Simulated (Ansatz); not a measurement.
What does this script print? It uses Ansatz 0.2.0, Python API.

`clh2isi.xyz`
```text
5

Cl   -1.66210    0.41810   -0.91220
Si   -0.02680    0.06960    0.16510
I     1.49090   -1.26210   -1.18500
H    -0.35330   -0.66350    1.38060
H     0.60120    1.36420    0.51010
```

The script, `relaxed_scan_clh2isi.py`:
```python
'''Relaxed scan of one distance in ClH2ISi.'''

import ansatz as az
import numpy as np

geometry = az.Crystal.molecule_from_extxyz('clh2isi.xyz')

calc = (
    geometry.calculation()
    .basis(gaussian='def2-SVP')
    .functional('PBE')
)
symbols = [site.symbol for site in geometry.cartesian_sites]
pairs = [(0, 1), (1, 2), (1, 3), (1, 4)]
print('held (A)   E (eV)        ', '  '.join(f'{symbols[i]}{i}-{symbols[j]}{j}' for i, j in pairs))
for length in [1.36, 1.48, 1.6, 1.78, 2.0]:
    data = calc.relax(constraints=[az.DistanceConstraint((1, 4), at=length)], force_tolerance=0.02, max_steps=60).run(threads=1, pin='off').report
    xyz = np.array(data['positions_ang'])
    print(f'{length:6.2f} {data["free_energy_ev"]:14.5f}  ', '  '.join(f'{np.linalg.norm(xyz[i] - xyz[j]):.3f}' for i, j in pairs))
```

Output of `python relaxed_scan_clh2isi.py`:
```text
held (A)   E (eV)         Cl0-Si1  Si1-I2  Si1-H3  Si1-H4
DeckWarning: relax.constraints: the input's atoms, or those drawn, lie off the distances that are held; a relaxation that starts there is brought onto them ahead of its first SCF, by positions alone, an atom by 5.98e-2 Å at the most. With the symmetry detection on, the symmetry is detected on the input's atoms as so brought (as typed, where only the drawn atoms reach the distances), and notices that speak of the structure as typed mean those atoms
  1.36   -28519.49457   2.076  2.461  1.497  1.360
  1.48   -28519.69198   2.075  2.458  1.497  1.480
  1.60   -28519.61593   2.073  2.455  1.497  1.600
  1.78   -28519.23143   2.071  2.453  1.496  1.780
  2.00   -28518.58620   2.069  2.449  1.497  2.000
```
(Warnings from the package without file and line, repeats left out.)

Caveats:
- Total energies depend on the basis set; only differences at equal settings carry meaning.
- The energies are electronic: no zero-point or thermal terms, and the basis set is short of its limit.
- def2 sets replace the cores of elements past krypton by effective core potentials.
- Hardware and time: 58 s on 1 thread of Arm Neoverse V1 (shared host), peak memory 0.21 GiB.
